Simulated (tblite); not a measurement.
# C7H12BF: the cost of one run

The runs use tblite 0.8.0 and PySCF 2.14.0, with density-fitted response routines of our own; the level of theory stands in each step. All values are computed, except where a source is named. Atoms count from 0, in the outputs and in this text.

**1. Starting geometry**

21 atoms, charge 0, multiplicity 1; geometry from: force field or distance geometry start.

Bonds of the start (Å): C0–C1 1.31, C1–C2 1.50, C2–C3 1.50, C3–C4 1.50, C4–B5 1.61, B5–F6 1.46, C4–C7 1.47, C7–C8 1.50, C8–C1 1.53, C0–H9 1.08, C0–H10 1.11, C2–H11 1.11, C2–H12 1.13, C3–H13 1.12, C3–H14 1.10, C4–H15 1.12, B5–H16 1.20, C7–H17 1.12, C7–H18 1.13, C8–H19 1.11, C8–H20 1.10.

**2. Geometry optimisation with GFN2-xTB**

The job: settings as JSON, then the geometry in Å.

```
{"job": {"kind": "relax", "xc": "GFN2-xTB", "basis": "xTB"}, "charge": 0, "multiplicity": 1}
C     -2.605900    -0.297000    -0.420300
C     -1.483300     0.025400     0.164600
C     -0.865900     1.392800     0.109400
C      0.408900     1.218400    -0.663700
C      1.323100     0.287400     0.071000
B      2.577500    -0.145900    -0.844300
F      2.214700    -1.173500    -1.819300
C      0.769200    -0.983700     0.568300
C     -0.674800    -0.979300     0.979700
H     -3.211200     0.393800    -0.995600
H     -2.998200    -1.327800    -0.325900
H     -1.563100     2.140300    -0.313900
H     -0.608100     1.622200     1.187200
H      0.886700     2.232200    -0.740400
H      0.219300     0.921400    -1.702000
H      1.758500     0.837200     0.945400
H      3.565000    -0.393000    -0.216400
H      1.390200    -1.320100     1.431500
H      0.862500    -1.742700    -0.257200
H     -0.835700    -0.726300     2.043900
H     -1.138300    -1.964800     0.797500
```

Run with:

```bash
OMP_NUM_THREADS=1 python probes_run.py task.json out
```

This one command runs all jobs of the session in turn.

Q: Estimate the wall time of this first job on 1 thread of Arm Neoverse N1, shared host.

About 2.1 s.
